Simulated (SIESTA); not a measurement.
Runs of SIESTA 5.4.2 on HPbNO4. The typed cell holds 14 atoms: a = 4.120 Å, b = 6.427 Å, c = 8.387 Å, α = 67.04°, β = 89.96°, γ = 89.98°. The cell was built by a generator and needn't be a form met in nature.

```csv
level,potentials or basis,gap on the mesh (eV),pressure (GPa),largest force (eV/Å)
AM05,"PseudoDojo 0.4 standard (PBEsol files), DZP (energy shift 0.003 Ry; two zetas on semicore shells)",3.24,(a),0.89
PBEsol,"PseudoDojo 0.4 standard (PBEsol files), DZP (energy shift 0.003 Ry; two zetas on semicore shells)",3.23,0.1,1.04
LDA,"PseudoDojo 0.4 standard (LDA files), DZP (energy shift 0.003 Ry; two zetas on semicore shells)",3.15,-2.8,(c)
RPBE,"PseudoDojo 0.4 standard (PBE files), DZP (energy shift 0.003 Ry; two zetas on semicore shells)",3.28,4.8,1.43
BLYP,"PseudoDojo 0.4 standard (PBE files), DZP (energy shift 0.003 Ry; two zetas on semicore shells)",3.24,(b),2.26
```

Alike in all rows: task band structure; no spin polarisation; cell as given; k mesh 7 × 5 × 4; smearing fermi-dirac 0.05 eV; grid cutoff 800 Ry; energy shift 0.003 Ry.

Problem. Estimate the missing entries.

Solution. (a) 0.7; (b) 6.0; (c) 1.02.

Caveats: spin-orbit coupling is left out, which as a rule narrows the gap of such compounds by several tenths of an eV; the basis of atomic orbitals isn't converged, which shifts pressures, moduli and gaps; the potentials were made for another functional, which shifts forces and pressure (some runs); forces of over 1 eV/Å show positions far from the minimum, so gaps and moduli don't describe the material at rest (some runs).

A k mesh can miss the band edges, and the runs leave out spin-orbit coupling on Pb.

Runs at the PBE level aren't shown here.
